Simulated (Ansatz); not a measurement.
# C, space group P6_3/mmc: a convergence test of the k-point mesh

With Ansatz 0.2.0 through its Python package.

The cells in order, each with its output:

**Cell 1**
```python
import warnings

import ansatz as az
import matplotlib.pyplot as plt

warnings.simplefilter("ignore", az.DeckWarning)

structure = (
    az.Lattice.of((2.5221, 0.0, 0.0), (-1.26105, 2.18420267, 0.0), (0.0, 0.0, 4.1186))
    .atom("C", (1 / 3, 2 / 3, 0.0625))
    .atom("C", (2 / 3, 1 / 3, 0.5625))
    .atom("C", (1 / 3, 2 / 3, 0.4375))
    .atom("C", (2 / 3, 1 / 3, 0.9375))
)
```

**Cell 2**
```python
structure.resolved().tree()["lattice"]
```
Output:
```text
((2.5221, 0.0, 0.0), (-1.26105, 2.18420267, 0.0), (0.0, 0.0, 4.1186))
```

**Cell 3**
```python
base = (
    structure.calculation()
    .functional("r2scan")
    .occupations("Marzari-Vanderbilt")
    .forces()
    .stress()
)
```

**Cell 4**
```python
rows = []
for value in [0.8, 0.6, 0.5, 0.4, 0.33]:
    rep = base.kpoints(spacing=value).run(threads=1).report
    rows.append((value, rep["free_energy_ev"] / len(rep["lattice"]["sites"]), rep["n_iterations"], sum(rep["stress_gpa"][i][i] for i in range(3)) / 3, max(abs(f) for row in rep["forces_ev_ang"] for f in row), rep["n_kpoints"]))

print("spacing (1/A)   F/atom (eV)    iterations       P (GPa)  max component (eV/A)      k-points")
for row in rows:
    print(f"{str(row[0]):>12s}  {row[1]:12.5f}  {row[2]:12d}  {row[3]:12.3f}  {row[4]:20.4f}  {row[5]:12d}")
```
Output:
```text
spacing (1/A)   F/atom (eV)    iterations       P (GPa)  max component (eV/A)      k-points
         0.8    -251.48216             6         0.138                0.1297             8
         0.6    -251.51078             6        -0.776                0.0317            10
         0.5    -251.51911             5        -0.922                0.0507            21
         0.4    -251.52175             5        -0.960                0.0585            30
        0.33    -251.52190             5        -0.966                0.0607            36
```

**Cell 5**
```python
# the last row is the reference
for row in rows[:-1]:
    shift = 1000 * (row[1] - rows[-1][1])
    print(f"{row[0]}: {shift:+.2f} meV/atom" + ("  (within 5 meV)" if abs(shift) < 5 else ""))
plt.figure(figsize=(4.5, 3))
plt.plot([str(row[0]) for row in rows], [1000 * (row[1] - rows[-1][1]) for row in rows], "o-")
plt.xlabel("spacing (1/A)")
plt.ylabel("F - F(last) (meV/atom)")
plt.tight_layout()
plt.savefig("kconv.png", dpi=100)
```
Output:
```text
0.8: +39.73 meV/atom
0.6: +11.12 meV/atom
0.5: +2.79 meV/atom  (within 5 meV)
0.4: +0.15 meV/atom  (within 5 meV)
```

From a spacing of 0.5 (6×6×4) on it stays within 5 meV an atom of the value at a spacing of 0.33 (9×9×5); the first row (a spacing of 0.8 (4×4×2)) is off by 39.7 meV and the last but one by 0.15 meV. The pressure moves from 0.14 to -0.97 GPa.

Notes:
- Pressure is positive in compression.
- Shifts are counted from the finest mesh, which is itself no proven limit.
- Timing: 5.4 s on 1 thread of Intel(R) Xeon(R) Processor @ 2.30GHz, on a shared host, peak memory 0.55 GiB.
